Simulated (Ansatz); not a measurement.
# CH3FOSi: the cost of one run

Program: the Python package of Ansatz 0.2.0. Level of theory: PBE/cc-pVDZ. These are calculated values, not measurements.

## Step 1: The structure

Bond lengths: C1–O2 1.384 Å, O2–Si3 1.665 Å, Si3–F4 1.517 Å, C1–H5 1.065 Å, C1–H6 1.118 Å, C1–H7 1.135 Å. Angles: C1–O2–Si3 117.6°, O2–C1–H5 115.6°, O2–C1–H6 109.0°, O2–C1–H7 108.9°, H5–C1–H6 111.0°, H5–C1–H7 108.9°, H6–C1–H7 102.6°, O2–Si3–F4 111.0°.

No structure file is read: the coordinates are typed or built in the script.

## Step 2: The script

Input file torsion.py:

```python
"""Energy of CH3FOSi as one group turns about a bond."""

import ansatz as az
from ase import Atoms

BASIS_SET = "cc-pVDZ"
XC = "pbe"
FORCE_TOL = 0.02

atoms = Atoms(["C", "O", "Si", "F", "H", "H", "H"], positions=[
    [-0.3736, 0.1143, 0.6385],
    [0.9108, 0.4655, 0.2595],
    [1.4481, -0.0647, -1.2246],
    [0.372, -0.86, -1.9395],
    [-0.5728, -0.931, 0.678],
    [-0.6115, 0.6052, 1.614],
    [-1.1119, 0.6027, -0.0715],
])

# start the scan from a relaxed geometry
first = az.Crystal.molecule_from_ase(atoms).calculation()
first = first.basis(gaussian=BASIS_SET)
first = first.functional(XC)
first = first.relax(force_tolerance=FORCE_TOL, max_steps=80)
atoms.positions = first.run().report["positions_ang"]

start = atoms.get_dihedral(4, 0, 1, 2)
energies = {}
for turn in range(0, 360, 30):
    turned = atoms.copy()
    turned.set_dihedral(4, 0, 1, 2, start + turn, indices=[1, 2, 3])
    job = az.Crystal.molecule_from_ase(turned).calculation().basis(gaussian=BASIS_SET).functional(XC)
    energies[round((start + turn) % 360)] = job.run().report["free_energy_ev"]
floor = min(energies.values())
print("dihedral H4-C0-O1-Si2 (deg)   E - E(min) (kcal/mol)")
for angle, e in sorted(energies.items()):
    print(f"{angle:8d} {23.060548 * (e - floor):14.3f}  " + "#" * int(30 * (e - floor) / max(max(energies.values()) - floor, 1e-9)))
```

## Step 3: The input behind the calls

The package turns the script's settings into the engine's input (first run):

```yaml
crystal:
  periodic: [false, false, false]
  atoms:
    - { symbol: C, position_ang: [-0.3736, 0.1143, 0.6385] }
    - { symbol: O, position_ang: [0.9108, 0.4655, 0.2595] }
    - { symbol: Si, position_ang: [1.4481, -0.0647, -1.2246] }
    - { symbol: F, position_ang: [0.372, -0.86, -1.9395] }
    - { symbol: H, position_ang: [-0.5728, -0.931, 0.678] }
    - { symbol: H, position_ang: [-0.6115, 0.6052, 1.614] }
    - { symbol: H, position_ang: [-1.1119, 0.6027, -0.0715] }
basis:
  gaussian:
    orbitals: cc-pVDZ
hamiltonian:
  xc: pbe
relax:
  f_tol: 0.02
  max_steps: 80
```

## Step 4: Running it

Command:

```
python torsion.py
```

**Question.** How long does this script take on 1 thread of Intel Xeon Platinum 8488C (Sapphire Rapids), shared host, and how much memory does it need?

About 49 s, with a peak of 0.22 GiB.
